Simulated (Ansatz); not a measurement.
# GaBHS (quartet): wave-function methods side by side, cc-pVDZ

One table from this session's results is given with a row withheld; the runs are named, their logs left out.

Method: cc-pVDZ, core rule «outside noble gas», up to 20 orbitals frozen; program: Ansatz 0.2.0, Gaussian basis.

The runs, in order: UHF; CCSD(T) on ROHF; CCSD(T) on UHF; BCCD(T) on ROHF; CISD; CCSDT(Q) on ROHF; CCSDT(Q) on UHF.

28 further runs of the same task are left out: 3 for a known fault of the program, 8 that didn't finish, 17 set aside as unsound or not needed.

**The system**

The geometry is a PBE0/def2-TZVP stationary point (not a proven minimum) of the parent state, kept for this charge and spin. No spin-orbit coupling is included. The filled d shell of Ga may be among the frozen orbitals whatever the setting's name suggests; the logs give the count.

4 atoms, charge 0, spin multiplicity 4.

Atoms are counted from 1 here; the program's logs count them from 0.

Bond lengths: B1–Ga2 2.008 Å, B1–H4 1.186 Å, Ga2–S3 2.014 Å. Angles: Ga2–B1–H4 145.7°, B1–Ga2–S3 174.3°.

The first run:

in.yaml

```yaml
crystal:
  periodic: [false, false, false]
  atoms:
    - {symbol: B, position_ang: [0.000003, -0.225787, 1.245205]}
    - {symbol: Ga, position_ang: [-0.000047, -0.052629, -0.755042]}
    - {symbol: S, position_ang: [-0.000012, -0.077517, -2.768972]}
    - {symbol: H, position_ang: [0.000056, 0.355934, 2.278809]}
basis:
  gaussian: {orbitals: cc-pVDZ}
magnetization: {spin_polarized: true, initial_magnetization: 3}
hamiltonian: {xc: hf}
output: {orbitals: {seedname: orbitals}}
```

Run with:

```bash
ansatz run in.yaml --threads 1 --pin off --events-out ev --progress --plain --max-ram 2393MiB
```

Among the steps run: UHF; CCSD(T) on ROHF; CCSD(T) on UHF; BCCD(T) on ROHF; CISD; CCSDT(Q) on ROHF; CCSDT(Q) on UHF.

One of the session's tables, all rows but one given; the rest of the session is left out.

```
   method  from UCCSDT(Q) (kcal/mol)
     ROHF                    +166.50
      UHF                          ?
     RMP2                     +30.21
     UMP2                     +30.79
    RCCSD                      +6.63
    UCCSD                      +6.43
 RCCSD(T)                      +1.51
 UCCSD(T)                      +1.46
  BCCD(T)                      +1.51
   RCCSDT                      +0.47
   UCCSDT                      +0.40
RCCSDT(Q)                      +0.08
UCCSDT(Q)                          0
```

Q: Estimate the row for UHF from the others.

The run gave: from UCCSDT(Q) (kcal/mol): +161.29. In the column «from UCCSDT(Q) (kcal/mol)» it lies between UMP2 (+30.79) and ROHF (+166.50).

Not comparable, so not listed: CISD (they don't share determinant, frozen orbitals or solution with the rows shown, or repeat one).

Limits of these values: Restricted and unrestricted rows rest on different reference determinants; where their highest levels disagree by more than a few hundredths of an eV, they describe different states and don't form one ladder.
